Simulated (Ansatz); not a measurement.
# Al2InN3: the cost of one run

Computed with Ansatz 0.2.0 (DFT PBE, scalar-relativistic, plane waves, PAW, unless a step's input says otherwise).

## (1) The system as given

Symmetry: Cmc2_1, No. 36, orthorhombic system. Conventional cell: a = 9.760 Å, b = 5.611 Å, c = 5.199 Å, α = 90.00°, β = 90.00°, γ = 90.00°. Al (site symmetry 1) has 4 N at 1.89 to 1.90 Å in its first shell of neighbours. Around In (site symmetry m) lie 4 N at 2.16 to 2.19 Å. N (site symmetry 1) has 3 Al at 1.89 to 1.90 Å and 1 In at 2.16 Å in its first shell of neighbours. N (site symmetry m) has 2 Al at 1.89 Å and 2 In at 2.17 to 2.19 Å in its first shell of neighbours.

Structure file:

```
CELL_PARAMETERS angstrom
4.88002 2.80552 5.19946
4.88002 -2.80552 -5.19946
-4.88002 8.41655 -5.19946
ATOMIC_POSITIONS crystal
Al 0.75122 0.17591 0.58368
Al 0.50122 0.67591 0.83368
Al 0.25122 0.17591 0.08368
Al 0.00122 0.67591 0.33368
Al 0.15777 0.33247 0.83368
Al 0.40777 0.83247 0.58368
Al 0.65777 0.33247 0.33368
Al 0.90777 0.83247 0.08368
Al 0.86960 0.58247 0.79550
Al 0.11960 0.08246 0.54550
Al 0.36960 0.58247 0.29550
Al 0.61960 0.08246 0.04550
Al 0.21304 0.92591 0.79550
Al 0.46304 0.42591 0.54550
Al 0.71304 0.92591 0.29550
Al 0.96304 0.42591 0.04550
In 0.83564 0.00681 0.84245
In 0.08564 0.50681 0.59245
In 0.33564 0.00681 0.34245
In 0.58564 0.50681 0.09245
In 0.53255 0.25681 0.78936
In 0.03255 0.25681 0.28936
In 0.78255 0.75681 0.53936
In 0.28255 0.75681 0.03936
N 0.34838 0.00738 0.98520
N 0.84838 0.00738 0.48520
N 0.59838 0.50738 0.73520
N 0.09838 0.50738 0.23520
N 0.97782 0.63682 0.98520
N 0.22782 0.13682 0.73520
N 0.47782 0.63682 0.48520
N 0.72782 0.13682 0.23520
N 0.95452 0.38682 0.71190
N 0.70452 0.88682 0.96190
N 0.45452 0.38682 0.21190
N 0.20452 0.88682 0.46190
N 0.07508 0.25738 0.96190
N 0.32508 0.75738 0.71190
N 0.57508 0.25738 0.46190
N 0.82508 0.75738 0.21190
N 0.70264 0.29662 0.99926
N 0.20264 0.29662 0.49926
N 0.95264 0.79662 0.74926
N 0.45264 0.79662 0.24926
N 0.62574 0.04662 0.67236
N 0.37574 0.54662 0.92236
N 0.12574 0.04662 0.17236
N 0.87574 0.54662 0.42236
```

The runs take a perfect supercell of 48 atoms; the defect goes to fractional position (0.751, 0.176, 0.584).

## (2) The perfect supercell

input.yaml

```yaml
crystal:
  lattice:
    - [4.880019, 2.805515, 5.199462]
    - [4.880019, -2.805515, -5.199462]
    - [-4.880019, 8.416545, -5.199462]
  atoms:
    - { symbol: Al, position: [0.751217, 0.175908, 0.583683] }
    - { symbol: Al, position: [0.501217, 0.675908, 0.833683] }
    - { symbol: Al, position: [0.251217, 0.175908, 0.083683] }
    - { symbol: Al, position: [0.001217, 0.675908, 0.333683] }
    - { symbol: Al, position: [0.157774, 0.332465, 0.833683] }
    - { symbol: Al, position: [0.407774, 0.832465, 0.583683] }
    - { symbol: Al, position: [0.657774, 0.332465, 0.333683] }
    - { symbol: Al, position: [0.907774, 0.832465, 0.083683] }
    - { symbol: Al, position: [0.869596, 0.582465, 0.795504] }
    - { symbol: Al, position: [0.119596, 0.082465, 0.545504] }
    - { symbol: Al, position: [0.369596, 0.582465, 0.295504] }
    - { symbol: Al, position: [0.619596, 0.082465, 0.045504] }
    - { symbol: Al, position: [0.213039, 0.925908, 0.795504] }
    - { symbol: Al, position: [0.463039, 0.425908, 0.545504] }
    - { symbol: Al, position: [0.713039, 0.925908, 0.295504] }
    - { symbol: Al, position: [0.963039, 0.425908, 0.045504] }
    - { symbol: In, position: [0.835638, 0.006808, 0.842446] }
    - { symbol: In, position: [0.085638, 0.506808, 0.592446] }
    - { symbol: In, position: [0.335638, 0.006808, 0.342446] }
    - { symbol: In, position: [0.585638, 0.506808, 0.092446] }
    - { symbol: In, position: [0.532553, 0.256808, 0.789362] }
    - { symbol: In, position: [0.032553, 0.256808, 0.289362] }
    - { symbol: In, position: [0.782553, 0.756808, 0.539362] }
    - { symbol: In, position: [0.282553, 0.756808, 0.039362] }
    - { symbol: "N", position: [0.348381, 0.007382, 0.9852] }
    - { symbol: "N", position: [0.848381, 0.007382, 0.4852] }
    - { symbol: "N", position: [0.598381, 0.507382, 0.7352] }
    - { symbol: "N", position: [0.098381, 0.507382, 0.2352] }
    - { symbol: "N", position: [0.977817, 0.636818, 0.9852] }
    - { symbol: "N", position: [0.227817, 0.136818, 0.7352] }
    - { symbol: "N", position: [0.477817, 0.636818, 0.4852] }
    - { symbol: "N", position: [0.727817, 0.136818, 0.2352] }
    - { symbol: "N", position: [0.954518, 0.386818, 0.711901] }
    - { symbol: "N", position: [0.704518, 0.886818, 0.961901] }
    - { symbol: "N", position: [0.454518, 0.386818, 0.211901] }
    - { symbol: "N", position: [0.204518, 0.886818, 0.461901] }
    - { symbol: "N", position: [0.075082, 0.257382, 0.961901] }
    - { symbol: "N", position: [0.325082, 0.757382, 0.711901] }
    - { symbol: "N", position: [0.575082, 0.257382, 0.461901] }
    - { symbol: "N", position: [0.825082, 0.757382, 0.211901] }
    - { symbol: "N", position: [0.702645, 0.296619, 0.999264] }
    - { symbol: "N", position: [0.202645, 0.296619, 0.499264] }
    - { symbol: "N", position: [0.952645, 0.796619, 0.749264] }
    - { symbol: "N", position: [0.452645, 0.796619, 0.249264] }
    - { symbol: "N", position: [0.625737, 0.046619, 0.672355] }
    - { symbol: "N", position: [0.375737, 0.546619, 0.922355] }
    - { symbol: "N", position: [0.125737, 0.046619, 0.172355] }
    - { symbol: "N", position: [0.875737, 0.546619, 0.422355] }
basis:
  ecutwfc: 420
  fft_grid_basis: typed
kpoints:
  mp_grid: { grid: [2, 2, 2] }
hamiltonian:
  xc: pbe
  pseudopotentials: { kind: paw }
scf:
  occupations: { method: gaussian, width: 0.05 }
output:
  forces: true
  stress: false
  eigenvalues: true
  bader: false
  write_density: true
  volumetric_format: npy
```

Run with:

```
ansatz run input.yaml --threads 4 --pin off --max-ram 10240MiB --backend cpu --events-out ev --progress --plain --runs-dir out
```

**Question.** How long does this run take on 4 threads of Arm Neoverse V1, shared host, and how much memory does it need?

About 10 s, with a peak of 2.5 GiB.
